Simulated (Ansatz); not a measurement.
**C2HClF4 (1,1,1,2-tetrafluorochloroethane) at HF/6-31G(d) (spherical functions)**

Aim: the electronic atomisation energy of C2HClF4 (1,1,1,2-tetrafluorochloroethane) at HF/6-31G* (spherical functions), from 5 runs. 

Program for the calculation: Ansatz 0.2.0.

53 further runs of the same task are left out: 53 set aside as unsound or not needed. Runs told in other sessions of the task aren't counted.

### 1 Starting point

C2HClF4 has 8 atoms, charge 0, and is taken as a singlet. SMILES: `FC(Cl)C(F)(F)F`. Geometry: relaxed at PBE0-D4/def2-TZVP.

Bond lengths: F1–C2 1.349 Å, C2–Cl3 1.755 Å, C2–C4 1.533 Å, C4–F5 1.330 Å, C4–F6 1.325 Å, C4–F7 1.333 Å, C2–H8 1.091 Å. Some angles: F1–C2–Cl3 110.5°, F1–C2–C4 108.4°, Cl3–C2–C4 110.8°, C2–C4–F5 110.2°, C2–C4–F6 112.1°, C2–C4–F7 108.9°, F5–C4–F6 109.0°, F5–C4–F7 108.2°, F6–C4–F7 108.4°, F1–C2–H8 109.6°.

### 2 The energy at HF/6-31G(d) (spherical functions)

Contents of job.yaml:

```yaml
crystal:
  periodic: [false, false, false]
  atoms:
    - {symbol: F, position_ang: [-1.009760, -0.997300, 1.034070]}
    - {symbol: C, position_ang: [-0.026700, -0.752310, 0.143750]}
    - {symbol: Cl, position_ang: [1.532940, -1.198140, 0.813200]}
    - {symbol: C, position_ang: [-0.058240, 0.737850, -0.214790]}
    - {symbol: F, position_ang: [0.860470, 1.007860, -1.137810]}
    - {symbol: F, position_ang: [0.152480, 1.509050, 0.841250]}
    - {symbol: F, position_ang: [-1.256040, 1.034230, -0.720280]}
    - {symbol: H, position_ang: [-0.195140, -1.341240, -0.759390]}
basis:
  gaussian:
    orbitals: 6-31G_st_-spherical.json
hamiltonian:
  xc: hf
accuracy: high
output: {orbitals: {seedname: orbitals}}
```

The basis set 6-31G* is read from a file made from the Basis Set Exchange's data (not shown).

Started as:

```sh
$ ansatz run job.yaml --threads 1 --pin off --max-ram 3480MiB --events-out events.jsonl --progress --plain --runs-dir runs
```

Output:

```text
Warning: RAYON_NUM_THREADS=1 ignored (pool sized by the plan → 1); use --threads N
Functional definition: HF
  name "HF"
  exchange = exact_x
  correlation = 0
2392 factors; integrals over basis functions are off by at most 4.2e-9 eV
mean field evaluation 1: about -25398.0858 eV, gradient 4.9e1 eV
mean field evaluation 2: about -25398.1860 eV, gradient 5.0e1 eV
mean field evaluation 4: about -25402.9921 eV, gradient 3.6e0 eV
mean field evaluation 8: about -25403.0436 eV, gradient 2.6e-1 eV
mean field evaluation 16: about -25403.0439 eV, gradient 7.7e-9 eV
mean field -25403.04390565 eV, -933.5446447312 hartree, gradient 8.0e-9 eV, S^2 0.000000; 0 other end points of the search recorded, 0 dependent functions left out
reference -25403.04390565 eV, -933.5446447312 hartree; 33, 33 occupied and 71, 71 virtual orbitals, 2392 factors
Total energy: -25403.04390565 eV, -933.5446447312 hartree
```

Run time: 4.2 s. Hardware: 1 thread of Intel Xeon Platinum 8488C (Sapphire Rapids), shared host; peak memory 0.39 GiB.

### 3 The C atom

Contents of job.yaml:

```yaml
crystal:
  periodic: [false, false, false]
  atoms:
    - {symbol: C, position_ang: [0.000000, 0.000000, 0.000000]}
basis:
  gaussian: {orbitals: 6-31G_st_-spherical.json}
magnetization: {spin_polarized: true, initial_magnetization: 2}
hamiltonian: {xc: hf}
accuracy: high
```

The basis set 6-31G* is read from a file made from the Basis Set Exchange's data (not shown).

Run the same way, it converges to -37.68058 Eh (log not shown).

### 4 The Cl atom at the same level

Contents of molecule.yaml:

```yaml
basis:
  gaussian: {orbitals: 6-31G_st_-spherical.json}
crystal:
  periodic: [false, false, false]
  atoms:
    - {symbol: Cl, position_ang: [0.000000, 0.000000, 0.000000]}
magnetization: {spin_polarized: true, initial_magnetization: 1}
hamiltonian: {xc: hf}
accuracy: high
```

The basis set 6-31G* is read from a file made from the Basis Set Exchange's data (not shown).

Started as:

```sh
$ ansatz run molecule.yaml --threads 1 --pin off --max-ram 3480MiB --events-out events.jsonl --progress --plain --runs-dir runs
```

Output:

```text
Warning: RAYON_NUM_THREADS=1 ignored (pool sized by the plan → 1); use --threads N
Functional definition: HF
  name "HF"
  exchange = exact_x
  correlation = 0
140 factors; integrals over basis functions are off by at most 3.1e-9 eV
mean field evaluation 1: about -12502.0387 eV, gradient 4.4e0 eV
mean field evaluation 2: about -12502.0436 eV, gradient 4.4e0 eV
mean field evaluation 4: about -12502.1746 eV, gradient 3.1e-1 eV
mean field evaluation 8: about -12502.1764 eV, gradient 4.9e-3 eV
mean field evaluation 16: about -12502.1764 eV, gradient 2.3e-8 eV
mean field evaluation 32: about -12502.1764 eV, gradient 1.2e-2 eV
mean field -12502.17640902 eV, -459.4465087520 hartree, gradient 2.3e-8 eV, S^2 0.754989; 0 other end points of the search recorded, 0 dependent functions left out
reference -12502.17640902 eV, -459.4465087520 hartree; 9, 8 occupied and 9, 10 virtual orbitals, 140 factors
Total energy: -12502.17640902 eV, -459.4465087520 hartree
```

It took 0.08 s on 1 thread of Intel Xeon Platinum 8488C (Sapphire Rapids), shared host.

### 5 The F atom, same level

Contents of in.yaml:

```yaml
basis:
  gaussian: {orbitals: 6-31G_st_-spherical.json}
crystal:
  periodic: [false, false, false]
  atoms:
    - {symbol: F, position_ang: [0.000000, 0.000000, 0.000000]}
hamiltonian: {xc: hf}
accuracy: high
magnetization: {spin_polarized: true, initial_magnetization: 1}
```

The basis set 6-31G* is read from a file made from the Basis Set Exchange's data (not shown).

Run the same way, it converges to -99.36341 Eh (log not shown).

### 6 The H atom, same level

Contents of run.yaml:

```yaml
crystal:
  periodic: [false, false, false]
  atoms:
    - {symbol: H, position_ang: [0.000000, 0.000000, 0.000000]}
basis:
  gaussian:
    orbitals: "6-31G*"
magnetization:
  spin_polarized: true
  initial_magnetization: 1
hamiltonian:
  xc: hf
accuracy: high
```

Run the same way, it converges to -0.49823 Eh (log not shown).

### 7 Outcome

At HF/6-31G* (spherical functions):

| quantity | value |
| --- | --- |
| molecule: total energy | -933.54464 Eh |
| molecule: HOMO energy | -13.02 eV |
| molecule: LUMO energy | 4.71 eV |
| molecule: HOMO–LUMO gap | 17.73 eV |
| C atom: total energy | -37.68058 Eh |
| C atom: ⟨S²⟩ | 2.005 |
| Cl atom: total energy | -459.44651 Eh |
| Cl atom: ⟨S²⟩ | 0.755 |
| F atom: total energy | -99.36341 Eh |
| F atom: ⟨S²⟩ | 0.753 |
| H atom: total energy | -0.49823 Eh |
| H atom: ⟨S²⟩ | 0.750 |
| electronic atomisation energy | 21.364 eV |

In words: Taking the molecule apart into free atoms costs 21.36 eV (493 kcal/mol), before zero-point energy and without spin-orbit coupling. Hartree–Fock lacks the correlation of the bonding pairs, which as a rule makes this value much too low; in minimal bases other errors can mask that.
